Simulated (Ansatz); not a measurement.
**F3H3SiSn: small, medium and large basis sets**

How large a basis does F3H3SiSn need? Two functionals are run in growing sets.

Program: Ansatz 0.2.0, Gaussian basis. Level of theory: one geometry, several basis sets. These are calculated values, not measurements.

Plan: PBE0-D4/def2-SVP; ωB97M-V/def2-SVP; PBE0-D4/def2-QZVPP; ωB97M-V/def2-QZVPP; the functionals' def2-TZVPP values are taken from earlier runs.

**1. The geometry**

All runs share one geometry, relaxed beforehand with PBE0-D4 in a triple-zeta def2 set. Sn takes the def2 core potential; no spin-orbit term is included.

8 atoms, charge 0, spin multiplicity 1.

Atoms are counted from 1 here; the program's logs count them from 0.

Bond lengths: F1–Sn2 1.903 Å, Sn2–F3 1.903 Å, Sn2–F4 1.903 Å, Sn2–Si5 2.561 Å, Si5–H6 1.480 Å, Si5–H7 1.480 Å, Si5–H8 1.479 Å. Angles: F1–Sn2–F3 103.4°, F1–Sn2–F4 103.4°, F1–Sn2–Si5 115.2°, F3–Sn2–F4 103.4°, F3–Sn2–Si5 114.9°, F4–Sn2–Si5 115.0°, Sn2–Si5–H6 106.5°, Sn2–Si5–H7 106.3°, Sn2–Si5–H8 106.6°, H6–Si5–H7 112.3°, H6–Si5–H8 112.3°, H7–Si5–H8 112.3°.

**2. PBE0-D4 in def2-SVP**

The input, in.yaml:

```yaml
crystal:
  periodic: [false, false, false]
  atoms:
    - {symbol: F, position_ang: [0.165321, -2.193803, 1.388339]}
    - {symbol: Sn, position_ang: [0.794549, -0.774830, 0.288002]}
    - {symbol: F, position_ang: [2.267690, -0.076192, 1.269180]}
    - {symbol: F, position_ang: [1.622539, -1.679641, -1.166775]}
    - {symbol: Si, position_ang: [-0.973159, 0.954125, -0.376964]}
    - {symbol: H, position_ang: [-1.479056, 1.542121, 0.882911]}
    - {symbol: H, position_ang: [-0.282167, 1.951025, -1.224188]}
    - {symbol: H, position_ang: [-2.023615, 0.220095, -1.116306]}
basis:
  gaussian: {orbitals: def2-SVP}
hamiltonian: {xc: pbe0, dispersion: d4}
output: {orbitals: {seedname: orbitals}}
```

After this run come: ωB97M-V in def2-SVP; PBE0-D4 in def2-QZVPP; ωB97M-V in def2-QZVPP.

Q: Predict the results of all the runs planned. Wanted: PBE0-D4: double and triple zeta above quadruple; ωB97M-V: double and triple zeta above quadruple.

The runs gave:

| quantity | value |
| --- | --- |
| PBE0-D4: double and triple zeta above quadruple | 14.61, 0.84 eV |
| ωB97M-V: double and triple zeta above quadruple | 14.83, 0.79 eV |

**Reading.** For PBE0-D4 the step from double to triple zeta gains 13.77 eV and the next only 0.84 eV. Total energies overstate the basis error of differences, where much of it tends to cancel.
